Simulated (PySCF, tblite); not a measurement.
# C₆H₈F₃P: geometry, infrared bands and NMR shifts

Aim: predict the infrared bands and NMR shifts of C₆H₈F₃P (`C#CCP(CC)C(F)(F)F`).

The runs use tblite 0.8.0 and PySCF 2.14.0, with density-fitted response routines of our own; the level of theory stands in each step. All values are computed, except where a source is named. Atoms are numbered from 0 throughout.

### 1 The starting structure

18 atoms, charge 0, multiplicity 1; geometry from: force field or distance geometry start.

Bonds of the start (Å): C0–C1 1.24, C1–C2 1.43, C2–P3 1.86, P3–C4 1.86, C4–C5 1.53, P3–C6 1.87, C6–F7 1.38, C6–F8 1.36, C6–F9 1.38, C0–H10 1.05, C2–H11 1.12, C2–H12 1.12, C4–H13 1.10, C4–H14 1.12, C5–H15 1.12, C5–H16 1.10, C5–H17 1.13.

### 2 Optimising the geometry with GFN2-xTB

Job settings and geometry (Å):

```
{"job": {"kind": "relax", "xc": "GFN2-xTB", "basis": "xTB"}, "charge": 0, "multiplicity": 1}
C      3.342000    -1.281700     0.209300
C      2.604700    -0.363300    -0.183200
C      1.756200     0.710600    -0.599900
P      0.064400     0.522400     0.155900
C     -0.674500    -1.086500    -0.413900
C     -2.186100    -1.119000    -0.210600
C     -0.913400     1.994900    -0.447000
F     -1.968300     2.145600     0.426300
F     -1.258200     1.720000    -1.733900
F     -0.061100     3.081600    -0.383000
H      3.969700    -2.061100     0.530100
H      2.166600     1.719100    -0.358900
H      1.572600     0.653000    -1.708100
H     -0.252500    -1.914000     0.177600
H     -0.489000    -1.200200    -1.514000
H     -2.400700    -1.490200     0.827300
H     -2.643500    -0.139400    -0.415800
H     -2.637400    -1.885500    -0.899400
```

The run is started by

```
$ OMP_NUM_THREADS=1 python probes_run.py task.json out
```

This one command runs all jobs of the session in turn.

**Question.** This job is followed by: GFN2-xTB harmonic vibrations, gas phase; GIAO PBE0/pcSseg-1 NMR shielding, non-relativistic, gas phase. What will the session give for the following? strongest single infrared mode (GFN2-xTB); zero-point energy (GFN2-xTB); ¹³C shifts against TMS (PBE0/pcSseg-1); ¹H shifts against TMS (PBE0/pcSseg-1, means over atoms taken as alike); ³¹P shifts against H3PO4 (PBE0/pcSseg-1); ¹⁹F shifts against CFCl3 (PBE0/pcSseg-1, means over atoms taken as alike).

The runs gave:

| quantity | value |
| --- | --- |
| strongest single infrared mode (GFN2-xTB) | 1053 cm⁻¹, 214 km/mol |
| zero-point energy (GFN2-xTB) | 78.1 kcal/mol |
| ¹³C shifts against TMS (PBE0/pcSseg-1) | 142.0, 82.7, 77.9, 23.4, 17.3, 12.1 ppm |
| ¹H shifts against TMS (PBE0/pcSseg-1, means over atoms taken as alike) | 2.86, 2.10, 1.50, 1.37 ppm |
| ³¹P shifts against H3PO4 (PBE0/pcSseg-1) | -22.5 ppm |
| ¹⁹F shifts against CFCl3 (PBE0/pcSseg-1, means over atoms taken as alike) | -77.9 ppm |

**Reading.** Relaxing lowered the energy by 1.229 eV in 106 steps; the close pair that moved most is C0–C1, from 1.241 to 1.197 Å. No mode is imaginary among the 48: a minimum at this level. The strongest single mode, at 1053 cm⁻¹, moves mainly C6. Unscaled tight-binding wavenumbers are off by several per cent, some by more. Its intensities can rank the bands wrongly. At PBE0/pcSseg-1: Shielding is most anisotropic at C1 (span 288 ppm, paramagnetic term -155 ppm).
